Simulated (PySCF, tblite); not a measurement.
# C₃H₈NSi₂ radical: geometry, infrared bands and EPR parameters

Wanted: the infrared bands and EPR parameters of C₃H₈NSi₂ radical (`[N]=CC1[SiH2]C[SiH2]1`), by calculation.

Computed with tblite 0.8.0 and PySCF 2.14.0, with density-fitted response routines of our own, on a single molecule in the gas phase. Atoms count from 0, in the outputs and in this text.

## (1) The starting structure

14 atoms, charge 0, multiplicity 2; geometry from: force field or distance geometry start.

Bonds of the start (Å): N0–C1 1.32, C1–C2 1.49, C2–Si3 1.90, Si3–C4 1.89, C4–Si5 1.87, Si5–C2 1.85, C1–H6 1.10, C2–H7 1.09, Si3–H8 1.47, Si3–H9 1.46, C4–H10 1.09, C4–H11 1.10, Si5–H12 1.48, Si5–H13 1.47.

## (2) Optimising the geometry with GFN2-xTB

The job: settings as JSON, then the geometry in Å.

```
{"job": {"kind": "relax", "xc": "GFN2-xTB", "basis": "xTB"}, "charge": 0, "multiplicity": 2}
N     -0.850300    -1.835700     1.493900
C     -1.380800    -1.060300     0.571500
C     -0.561700    -0.650400    -0.600800
Si    -0.482700     1.243300    -0.585600
C      1.010600     0.995600     0.547200
Si     1.234700    -0.712700    -0.181000
H     -2.419800    -0.728200     0.700200
H     -0.872600    -1.024600    -1.576300
H     -1.638400     1.857300     0.076800
H     -0.155700     1.796700    -1.900900
H      0.651500     0.982000     1.578000
H      1.842900     1.690600     0.356500
H      1.469600    -1.779200     0.822900
H      2.151800    -0.774900    -1.324400
```

On the command line:

```
$ OMP_NUM_THREADS=1 python probes_run.py task.json out
```

This one command runs all jobs of the session in turn.

**Question.** This job is followed by: GFN2-xTB harmonic vibrations, gas phase; UKS B3LYP, pcH-1 on C H N Si, non-relativistic, mean-field spin-orbit, GIAO. What will the session give for the following? strongest single infrared mode (GFN2-xTB); zero-point energy (GFN2-xTB); g(iso) (B3LYP); ⟨S²⟩; largest a(iso) (averaged by class); potential on the surface of density 0.002 e/bohr³, 1st and 99th percentile.

The runs gave:

| quantity | value |
| --- | --- |
| strongest single infrared mode (GFN2-xTB) | 2241 cm⁻¹, 532 km/mol |
| zero-point energy (GFN2-xTB) | 58.0 kcal/mol |
| g(iso) (B3LYP) | 2.00309 |
| ⟨S²⟩ | 0.758 (exact 0.75) |
| largest a(iso) (averaged by class) | 1H on H6, 265.7 MHz |
| potential on the surface of density 0.002 e/bohr³, 1st and 99th percentile | -1.78 V and 1.34 V |

**Reading.** Over 110 steps the energy fell by 0.782 eV; of the close pairs, N0–C1 changed most, 1.317 to 1.223 Å. All 36 modes are real, so the xTB geometry is a minimum. The strongest single mode, at 2241 cm⁻¹, moves mainly H9. Unscaled tight-binding wavenumbers are off by several per cent, some by more. Its intensities can rank the bands wrongly. Most of the unpaired spin sits on N0 (0.93 e). The isotropic g lies 0.8 ppt above the free-electron value. These values are for one conformer; the search (at its own cheap level) found 2 more, at 0.02, 0.12 kcal/mol (those within 0.05 may be mirror or relabelled copies), and measured spectra average over such forms.
